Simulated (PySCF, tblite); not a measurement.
**C2H6FO2Si2 radical: geometry, infrared bands and EPR parameters**

Aim: predict the infrared bands and EPR parameters of C2H6FO2Si2 radical (`[O][SiH2]O/C([SiH3])=C/F`).

The runs use tblite 0.8.0 and PySCF 2.14.0, with density-fitted response routines of our own; the level of theory stands in each step. All values are computed, except where a source is named. Atoms are numbered from 0 throughout.

## Step 1: The molecule as given

13 atoms, charge 0, multiplicity 2; geometry from: force field or distance geometry start.

Bonds of the start (Å): O0–Si1 1.72, Si1–O2 1.74, O2–C3 1.42, C3–Si4 1.84, C3–C5 1.32, C5–F6 1.37, Si1–H7 1.47, Si1–H8 1.46, Si4–H9 1.48, Si4–H10 1.46, Si4–H11 1.49, C5–H12 1.07.

## Step 2: Relaxing the molecule with GFN2-xTB

What the job is given:

```
{"job": {"kind": "relax", "xc": "GFN2-xTB", "basis": "xTB"}, "charge": 0, "multiplicity": 2}
O      1.337500    -0.819600     2.162100
Si     1.998900    -0.638100     0.581400
O      0.692300    -0.949100    -0.525400
C     -0.298100     0.065900    -0.530300
Si    -1.985900    -0.377800     0.052800
C     -0.018900     1.294800    -0.918600
F     -1.016900     2.236400    -0.889400
H      3.065500    -1.612700     0.325600
H      2.532400     0.716000     0.426600
H     -1.996200    -1.831900     0.306300
H     -2.338200     0.344000     1.270700
H     -2.940400    -0.011100    -1.034700
H      0.963600     1.583500    -1.244800
```

Run with:

```bash
> OMP_NUM_THREADS=1 python probes_run.py task.json out
```

This one command runs all jobs of the session in turn.

**Question.** This job is followed by: GFN2-xTB harmonic vibrations, gas phase; UKS B3LYP, pcH-1 on C F H O Si, non-relativistic, mean-field spin-orbit, GIAO. Predict these results of the whole session: strongest single infrared mode (GFN2-xTB); zero-point energy (GFN2-xTB); g(iso) (B3LYP); ⟨S²⟩; largest a(iso) (averaged by class); potential on the surface of density 0.002 e/bohr³, 1st and 99th percentile.

The runs gave:

```
                                                                  quantity                    value
                                 strongest single infrared mode (GFN2-xTB)    1492 cm⁻¹, 673 km/mol
                                              zero-point energy (GFN2-xTB)            43.4 kcal/mol
                                                            g(iso) (B3LYP)                  2.00933
                                                                      ⟨S²⟩       0.759 (exact 0.75)
                                        largest a(iso) (averaged by class)  1H on H7, H8, 228.2 MHz
potential on the surface of density 0.002 e/bohr³, 1st and 99th percentile       -2.23 V and 1.78 V
```

What this shows: Relaxing lowered the energy by 1.417 eV in 163 steps; the close pair that moved most is O0–Si1, from 1.723 to 1.522 Å. All 33 modes are real, so the xTB geometry is a minimum. The strongest single mode, at 1492 cm⁻¹, moves mainly C5 and C3. Unscaled tight-binding wavenumbers are off by several per cent, some by more. Its intensities can rank the bands wrongly. The largest spin populations lie on C5 (0.35 e), O0 (0.24 e). The isotropic g lies 7.0 ppt above the free-electron value. These values are for one conformer; the search (at its own cheap level) found 2 more, at 0.03, 4.76 kcal/mol (those within 0.05 may be mirror or relabelled copies), and measured spectra average over such forms.
